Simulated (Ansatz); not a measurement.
**Si2NH6F (SMILES F[SiH2]N[SiH3]) at r2SCAN0/cc-pVDZ**

What is the electronic atomisation energy of Si2NH6F at r2SCAN0/cc-pVDZ? 

Program for the calculation: Ansatz 0.2.0.

69 further runs of the same task are left out: 69 set aside as unsound or not needed.

**1. The molecule**

Si2NH6F has 10 atoms, charge 0, and is taken as a singlet. SMILES: `F[SiH2]N[SiH3]`. The coordinates come from a PBE0-D4/def2-TZVP relaxation. This is one conformer, not always the lowest.

Bond lengths: F1–Si2 1.602 Å, Si2–N3 1.706 Å, N3–Si4 1.733 Å, Si2–H5 1.480 Å, Si2–H6 1.478 Å, N3–H7 1.011 Å, Si4–H8 1.487 Å, Si4–H9 1.487 Å, Si4–H10 1.483 Å. Some angles: F1–Si2–N3 112.6°, Si2–N3–Si4 128.2°, F1–Si2–H5 106.0°, F1–Si2–H6 106.5°, N3–Si2–H5 109.3°, N3–Si2–H6 108.9°, Si2–N3–H7 115.6°, Si4–N3–H7 115.9°, N3–Si4–H8 110.9°, N3–Si4–H9 112.0°.

**2. The energy at r2SCAN0/cc-pVDZ**

run.yaml

```yaml
crystal:
  periodic: [false, false, false]
  atoms:
    - symbol: F
      position_ang: [-1.561500, 0.994300, -1.776700]
    - symbol: Si
      position_ang: [-0.375000, 1.301800, -0.745900]
    - symbol: N
      position_ang: [0.514800, -0.094800, -0.335900]
    - symbol: Si
      position_ang: [0.194800, -1.236100, 0.928700]
    - symbol: H
      position_ang: [0.517200, 2.267200, -1.426700]
    - symbol: H
      position_ang: [-1.010100, 1.839400, 0.475900]
    - symbol: H
      position_ang: [1.264300, -0.336200, -0.970000]
    - symbol: H
      position_ang: [1.391500, -1.422100, 1.791600]
    - symbol: H
      position_ang: [-0.186300, -2.569800, 0.392000]
    - symbol: H
      position_ang: [-0.924400, -0.683300, 1.730300]
basis:
  gaussian:
    orbitals: cc-pVDZ
magnetization:
  spin_polarized: false
  initial_magnetization: 0
hamiltonian:
  xc: {name: r2SCAN0}
accuracy: high
output:
  orbitals: {seedname: orbitals}
```

Run with:

```sh
ansatz run run.yaml --threads 1 --pin off --max-ram 3480MiB --events-out events.jsonl --progress --plain --runs-dir runs
```

Output:

```text
Warning: RAYON_NUM_THREADS=1 ignored (pool sized by the plan → 1); use --threads N
Functional definition: r2SCAN0
  name "r2SCAN0"
  parameter a = 0.25
  parameter k0 = 0.174
  parameter k1 = 0.065
  parameter a1 = 4.9479
  exchange = (1 - a)*r2scan_x(k0 = k0, k1 = k1, a1 = a1) + a*exact_x
  correlation = r2scan_c
2240 factors; integrals over basis functions are off by at most 3.7e-9 eV
mean field evaluation 1: about -20053.2094 eV, gradient 5.1e1 eV
mean field evaluation 2: about -20048.6840 eV, gradient 6.7e1 eV
mean field evaluation 4: about -20057.9334 eV, gradient 2.8e0 eV
mean field evaluation 8: about -20058.1075 eV, gradient 1.3e-1 eV
mean field evaluation 16: about -20058.1076 eV, gradient 6.8e-6 eV
mean field -20058.10756411 eV, -737.1218571075 hartree, gradient 2.2e-8 eV, S^2 0.000000; 0 other end points of the search recorded, 0 dependent functions left out
reference -20058.10756482 eV, -737.1218571335 hartree; 25, 25 occupied and 69, 69 virtual orbitals, 2240 factors
Total energy: -20058.10756482 eV, -737.1218571335 hartree
```

Run time: 12 s. Hardware: 1 thread of Intel Xeon Platinum 8488C (Sapphire Rapids), shared host; peak memory 0.42 GiB.

**3. The F atom, same level**

in.yaml

```yaml
crystal:
  periodic: [false, false, false]
  atoms:
    - {symbol: F, position_ang: [0.000000, 0.000000, 0.000000]}
basis:
  gaussian: {orbitals: cc-pVDZ}
magnetization: {spin_polarized: true, initial_magnetization: 1}
hamiltonian: {xc: {name: r2SCAN0}}
accuracy: high
```

Run with:

```sh
ansatz run in.yaml --threads 1 --pin off --max-ram 3480MiB --events-out events.jsonl --progress --plain --runs-dir runs
```

Output, cut to the lines that bear on the results:

```text
Warning: RAYON_NUM_THREADS=1 ignored (pool sized by the plan → 1); use --threads N
[... 8 set-up lines as earlier in the session ...]
96 factors; integrals over basis functions are off by at most 1.1e-8 eV
mean field evaluation 1: about -2712.3960 eV, gradient 5.5e0 eV
mean field evaluation 2: about -2712.4647 eV, gradient 1.2e0 eV
mean field evaluation 4: about -2712.4694 eV, gradient 3.6e-2 eV
mean field evaluation 8: about -2712.4703 eV, gradient 3.5e-4 eV
mean field evaluation 16: about -2712.4703 eV, gradient 3.1e-9 eV
mean field -2712.47030576 eV, -99.6814451583 hartree, gradient 3.1e-9 eV, S^2 0.751355; 0 other end points of the search recorded, 0 dependent functions left out
reference -2712.47030584 eV, -99.6814451613 hartree; 5, 4 occupied and 9, 10 virtual orbitals, 96 factors
Total energy: -2712.47030584 eV, -99.6814451613 hartree
```

Run time: 0.58 s. Hardware: 1 thread of Intel Xeon Platinum 8488C (Sapphire Rapids), shared host; peak memory 0.11 GiB.

**4. The H atom at the same level**

input.yaml

```yaml
crystal:
  periodic: [false, false, false]
  atoms:
    - {symbol: H, position_ang: [0.000000, 0.000000, 0.000000]}
basis:
  gaussian: {orbitals: cc-pVDZ}
magnetization: {spin_polarized: true, initial_magnetization: 1}
hamiltonian: {xc: {name: r2SCAN0}}
accuracy: high
```

Run the same way, it converges to -0.49923 Eh (log not shown).

**5. The N atom at the same level**

job.yaml

```yaml
crystal:
  periodic: [false, false, false]
  atoms:
    - {symbol: "N", position_ang: [0.000000, 0.000000, 0.000000]}
basis:
  gaussian:
    orbitals: cc-pVDZ
magnetization:
  spin_polarized: true
  initial_magnetization: 3
hamiltonian:
  xc: {name: r2SCAN0}
accuracy: high
```

Run the same way, it converges to -54.56904 Eh (log not shown).

**6. The Si atom, same level**

molecule.yaml

```yaml
crystal:
  periodic: [false, false, false]
  atoms:
    - {symbol: Si, position_ang: [0.000000, 0.000000, 0.000000]}
basis:
  gaussian:
    orbitals: cc-pVDZ
magnetization:
  spin_polarized: true
  initial_magnetization: 2
hamiltonian:
  xc: {name: r2SCAN0}
accuracy: high
```

Run with:

```sh
ansatz run molecule.yaml --threads 1 --pin off --max-ram 3480MiB --events-out events.jsonl --progress --plain --runs-dir runs
```

Output, cut to the lines that bear on the results:

```text
Warning: RAYON_NUM_THREADS=1 ignored (pool sized by the plan → 1); use --threads N
[... 8 set-up lines as earlier in the session ...]
144 factors; integrals over basis functions are off by at most 3.2e-9 eV
mean field evaluation 1: about -7873.2046 eV, gradient 2.5e0 eV
mean field evaluation 2: about -7873.2875 eV, gradient 6.5e-1 eV
mean field evaluation 4: about -7873.2948 eV, gradient 1.2e-1 eV
mean field evaluation 8: about -7873.2949 eV, gradient 3.9e-4 eV
mean field evaluation 16: about -7873.2949 eV, gradient 4.3e-8 eV
mean field -7873.29488903 eV, -289.3382504609 hartree, gradient 4.3e-8 eV, S^2 2.007692; 0 other end points of the search recorded, 0 dependent functions left out
reference -7873.29489040 eV, -289.3382505114 hartree; 8, 6 occupied and 10, 12 virtual orbitals, 144 factors
Total energy: -7873.29489040 eV, -289.3382505114 hartree
```

Wall time 1.1 s (1 thread of Intel Xeon Platinum 8488C (Sapphire Rapids), shared host); peak memory 0.14 GiB.

**7. Summary of results**

Level: r2SCAN0/cc-pVDZ.

```
                     quantity          value
       molecule: total energy  -737.12186 Eh
        molecule: HOMO energy       -8.16 eV
        molecule: LUMO energy        0.78 eV
      molecule: HOMO–LUMO gap        8.95 eV
         F atom: total energy   -99.68145 Eh
                 F atom: ⟨S²⟩          0.751
         H atom: total energy    -0.49923 Eh
                 H atom: ⟨S²⟩          0.750
         N atom: total energy   -54.56904 Eh
                 N atom: ⟨S²⟩          3.753
        Si atom: total energy  -289.33825 Eh
                Si atom: ⟨S²⟩          2.008
electronic atomisation energy      32.641 eV
```

Taking the molecule apart into free atoms costs 32.64 eV (3149 kJ/mol), before zero-point energy and without spin-orbit coupling.
